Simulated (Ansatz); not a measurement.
# C: the cost of one run

Program: Ansatz 0.2.0. Level of theory: DFT LDA, scalar-relativistic. These are calculated values, not measurements.

**1. The structure to begin with**

The structure is cubic, space group Fd-3m (No. 227). Conventional cell: a = 3.567 Å, b = 3.567 Å, c = 3.567 Å, α = 90.00°, β = 90.00°, γ = 90.00°. C (site symmetry -43m) is surrounded by 4 C at 1.54 Å.

As a file:

```cif
data_structure
_symmetry_space_group_name_H-M 'Fd-3m:1'
_symmetry_Int_Tables_number 227
_cell_length_a 3.5668
_cell_length_b 3.5668
_cell_length_c 3.5668
_cell_angle_alpha 90.000
_cell_angle_beta 90.000
_cell_angle_gamma 90.000
_cell_volume 45.38
loop_
_atom_site_label
_atom_site_type_symbol
_atom_site_symmetry_multiplicity
_atom_site_Wyckoff_symbol
_atom_site_fract_x
_atom_site_fract_y
_atom_site_fract_z
_atom_site_occupancy
C1 C 8 a 0.50000 0.00000 0.50000 1
```

The file gives the conventional cell by its symmetry; the runs use the cell typed in the input.

Atoms are numbered in the order of the input: C1, C2.

**2. After the deformation**

Space group Fd-3m before, I4_1/amd after.

**3. All-electron LAPW**

input.yaml reads:

```yaml
crystal:
  lattice:
    - [0.0, 1.729898, 1.7834]
    - [1.729898, 0.0, 1.7834]
    - [1.729898, 1.729898, 0.0]
  atoms:
    - { symbol: C, position: [0.5, 0.5, 0.5] }
    - { symbol: C, position: [0.75, 0.75, 0.75] }
kpoints:
  mp_grid: { grid: [20, 20, 20] }
  band_path:
    path:
      - [0.0, 0.0, 0.0]
      - [0.0, 0.5, 0.5]
      - [0.25, 0.75, 0.5]
      - [0.0, 0.5, 0.0]
      - [0.0, 0.0, 0.0]
      - [0.5, 0.5, 0.0]
      - [0.3676125, 0.6323875, 0.0]
      - [-0.3676125, 0.3676125, 0.0]
      - [0.0, 0.0, 0.0]
    npoints: 5
scf:
  occupations: { method: fermi_dirac, width: 0.08 }
hamiltonian:
  xc: lda
  pseudopotentials: { kind: all_electron, lapw: { basis_error: 0.0005 } }
output:
  forces: true
  stress: true
  eigenvalues: true
```

On the command line:

```
$ ansatz run input.yaml --threads 1 --pin off --max-ram 3072MiB --backend cpu --events-out ev --progress --plain --runs-dir out
```

Q: Estimate wall time and peak memory on 1 thread of Arm Neoverse V2, shared host.

About 34 s, with a peak of 0.67 GiB.
